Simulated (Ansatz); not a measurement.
# ClF3GeH2: the cost of one run

Program: Ansatz 0.2.0. Level of theory: RKS B3LYP-D4/def2-SVP. These are calculated values, not measurements.

## Step 1: The structure to begin with

Bond lengths: Ge1–Cl2 2.592 Å, Ge1–F3 1.739 Å, Ge1–F4 1.743 Å, Ge1–F5 1.749 Å. Angles: Cl2–Ge1–F3 97.8°, Cl2–Ge1–F4 111.4°, Cl2–Ge1–F5 131.7°, F3–Ge1–F4 100.2°, F3–Ge1–F5 95.6°, F4–Ge1–F5 111.4°.

As a file:

```xyz
7

Ge   -0.3663    0.4054   -0.0716
Cl    0.8418   -1.5207   -1.3156
F    -1.2384    1.0533   -1.4294
F    -1.6905   -0.1920    0.8907
F     0.2047    1.9499    0.5169
H     1.2525   -1.1710    0.3600
H     0.9963   -0.5249    1.0490
```

## Step 2: Pulling towards end A

Springs on the bonds that form and break draw the guess towards this end; the thresholds are loose.

Input file input.yaml:

```yaml
crystal:
  periodic: [false, false, false]
  atoms:
    - { symbol: Ge, position_ang: [-0.3663, 0.4054, -0.0716] }
    - { symbol: Cl, position_ang: [0.8418, -1.5207, -1.3156] }
    - { symbol: F, position_ang: [-1.2384, 1.0533, -1.4294] }
    - { symbol: F, position_ang: [-1.6905, -0.192, 0.8907] }
    - { symbol: F, position_ang: [0.2047, 1.9499, 0.5169] }
    - { symbol: H, position_ang: [1.2525, -1.171, 0.36] }
    - { symbol: H, position_ang: [0.9963, -0.5249, 1.049] }
basis:
  gaussian: { orbitals: def2-SVP }
hamiltonian:
  xc: b3lyp
  dispersion: d4
relax:
  f_tol: 0.15
  max_steps: 25
  restrain:
    - { distance: [0, 6], at: 2.81, k: 30.0 }
    - { distance: [5, 1], at: 2.63, k: 30.0 }
    - { distance: [0, 1], at: 2.22, k: 30.0 }
    - { distance: [5, 6], at: 0.62, k: 30.0 }
```

The run is started by

```sh
ansatz run input.yaml --threads 2 --pin off --max-ram 3072MiB --backend cpu --events-out ev --progress --plain --runs-dir out
```

Q: Estimate wall time and peak memory on 2 threads of Arm Neoverse V2, shared host.

About 21 s, with a peak of 0.24 GiB.
